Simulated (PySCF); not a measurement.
O2GeSiH4, in a box:

```
CELL_PARAMETERS angstrom
13.00000 0.00000 0.00000
0.00000 14.00000 0.00000
0.00000 0.00000 12.00000
ATOMIC_POSITIONS crystal
O 0.62570 0.66750 0.49706
Ge 0.64215 0.55302 0.43615
O 0.52372 0.50285 0.48718
Si 0.46223 0.40076 0.47988
H 0.56240 0.67264 0.53848
H 0.35985 0.41584 0.42773
H 0.52097 0.33036 0.41187
H 0.44794 0.36135 0.59379
```

Base run:

- Program: PySCF 2.14.0
- Functional: MN15-L
- Potentials or basis: pob-tzvp-rev2 (all-electron)
- k mesh: 1 × 1 × 1
- Occupations: fixed
- Spin: no spin polarisation

Its results: gap between the frontier levels 4.64 eV.

Q: The run is repeated on the same cell with these changes: functional from MN15-L to PBE50. What comes out?

A: Gap between the frontier levels 8.39 eV.

Caveats: this is a molecule in a periodic box at the Γ point, so its band gap is the HOMO-LUMO gap; relativity is left out, which matters for the heavier elements; the basis of atomic orbitals isn't converged, which shifts pressures, moduli and gaps.

